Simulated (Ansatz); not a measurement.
# CH₅B, SMILES BC: the interaction energy of a dimer with the counterpoise correction

Computed with the Ansatz DFT code, driven from Python.

Interactive session:
```pycon
>>> import ansatz as az
>>> SETTINGS = {
...     'basis_set': 'def2-SVP',
...     'method': 'mp2',
... }
>>> FIRST = [
...     ('B', (-0.2201, -0.9003, 0.0519)),
...     ('C', (0.1732, 0.6622, -0.0269)),
...     ('H', (0.3978, -1.6517, 0.5458)),
...     ('H', (-1.2246, -1.183, -0.4325)),
...     ('H', (0.3139, 1.0486, 0.9859)),
...     ('H', (1.1346, 0.7616, -0.5813)),
...     ('H', (-0.5745, 1.2624, -0.543)),
... ]
>>> SECOND = [
...     ('B', (3.0798, 3.5232, -0.5774)),
...     ('C', (2.9588, 2.7733, -2.0005)),
...     ('H', (2.3099, 4.186, -0.1795)),
...     ('H', (4.0356, 3.2971, 0.0217)),
...     ('H', (2.0476, 2.1695, -2.0119)),
...     ('H', (2.8855, 3.5413, -2.8045)),
...     ('H', (3.8163, 2.1393, -2.2202)),
... ]
>>> def energy(atoms, ghosts=()):
...     molecule = az.Crystal.molecule()
...     for symbol, xyz in atoms:
...         molecule = molecule.atom(symbol, xyz)
...     calc = (
...         molecule.calculation()
...         .basis(gaussian=SETTINGS['basis_set'])
...         .correlation(SETTINGS['method'])
...     )
...     deck = calc.input()
...     if ghosts:
...         deck = deck.set(az.key.basis.gaussian.ghost_atoms, [{'symbol': s, 'position_ang': list(xyz)} for s, xyz in ghosts])
...     return az.Session.from_dict(deck).plan().execute().report['free_energy_ev']
...
>>> both = energy(FIRST + SECOND)

>>> alone = energy(FIRST) + energy(SECOND)
>>> ghosted = energy(FIRST, SECOND) + energy(SECOND, FIRST)
>>> print(f'dimer {both:.6f} eV')
dimer -3571.234502 eV
>>> print(f'interaction, uncorrected   {96.485332 * (both - alone):8.3f} kJ/mol')
interaction, uncorrected     -1.264 kJ/mol
>>> print(f'interaction, counterpoise  {96.485332 * (both - ghosted):8.3f} kJ/mol')
interaction, counterpoise     0.758 kJ/mol
>>> print(f'basis-set superposition    {96.485332 * (alone - ghosted):8.3f} kJ/mol')
basis-set superposition       2.022 kJ/mol
```

Uncorrected it is -1.264 kJ/mol, with the counterpoise correction 0.758 kJ/mol; the difference, 2.02 kJ/mol, is the superposition error. The sign changes with the correction, so this basis doesn't settle it.

Notes:
- Total energies depend on the basis set; only differences at equal settings carry meaning.
- The dimer is a generated trial pose of unrelaxed monomers, not a minimum, so the figure is no binding energy, and the basis set is small.
- Run time: 3.5 s on 1 thread of Intel(R) Xeon(R) 6975P-C (Granite Rapids), with other jobs on the host, peak memory 0.22 GiB.

(Lines on the test bed's own set-up are left out of the output.)
